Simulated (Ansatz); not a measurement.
**Re (sc type): how the settings move a single-point run**

How sensitive is a single-point run of Re (sc type) to its settings? A reference run comes first, then one run with altered input.

Computed with Ansatz 0.2.0 (reference: DFT, PBEsol, all-electron LAPW, scalar-relativistic, unless a step's input says otherwise).

### 1 The starting structure

Symmetry: Pm-3m, No. 221, cubic system. The conventional cell has a = 2.408 Å, b = 2.408 Å, c = 2.408 Å, α = 90.00°, β = 90.00°, γ = 90.00°. Around Re (site symmetry m-3m) lie 6 Re at 2.41 Å.

Coordinates:

```xyz
1
Lattice="2.4078 0.0000 0.0000 0.0000 2.4078 0.0000 0.0000 0.0000 2.4078" Properties=species:S:1:pos:R:3 pbc="T T T"
Re    0.0000    0.0000    0.0000
```

### 2 Reference

The input, input.yaml:

```yaml
crystal:
  lattice:
    - [2.4078199927, 0.0, 0.0]
    - [0.0, 2.4078199927, 0.0]
    - [0.0, 0.0, 2.4078199927]
  atoms:
    - { symbol: Re, position: [0.0, 0.0, 0.0] }
kpoints:
  mp_grid: { grid: [15, 15, 15] }
scf:
  occupations: { method: fermi_dirac, width: 0.1 }
hamiltonian:
  xc: pbesol
  pseudopotentials: { kind: all_electron, lapw: { basis_error: 0.001 } }
output:
  forces: true
  stress: true
  eigenvalues: true
  populations: true
```

On the command line:

```
$ ansatz run input.yaml --threads 1 --pin off --max-ram 2048MiB --backend cpu --events-out ev --progress --plain --runs-dir out
```

### 3 Changing settings: occupations.method cold, occupations.width 0.005

Edit input.yaml of step 2 so:

```diff
@@ -10,3 +10,3 @@
 scf:
-  occupations: { method: fermi_dirac, width: 0.1 }
+  occupations: { method: cold, width: 0.005 }
 hamiltonian:
```

Before running it: what results should come out? Wanted: for each run, ending; energy change; pressure; gap; force.

As calculated:

| run | ending | energy change | pressure (GPa) | gap (eV) | force (eV/Å) | cycles | time |
| --- | --- | --- | --- | --- | --- | --- | --- |
| reference | converged | 0 | 70.9 | 0.00 | 0.00 | 6 | 18 s |
| 1: occupations.method cold, occupations.width 0.005 | converged | +0.6 meV/atom (σ→0) | 70.5 | 0.00 | 0.00 | 6 | 19 s |

Residual by cycle in the longest SCF loop of each run; runs are numbered as in the table. The quantity is the density residual dr2, in eV.

| cycle | reference | run 1 |
| --- | --- | --- |
| 1 | 0.0565 | 0.0558 |
| 2 | 0.0254 | 0.0143 |
| 3 | 0.00434 | 0.00242 |
| 4 | 7.1e-5 | 2.2e-5 |
| 5 | 4.3e-6 | 1.2e-6 |
| 6 | 2.0e-9 | 1.0e-9 |

Changing the smearing moves the energy by +0.6 meV/atom (σ→0 values), and the pressure goes from 70.9 to 70.5 GPa. The structure is not at rest: the sound run finds 71 GPa, so these are no properties of the relaxed crystal. 
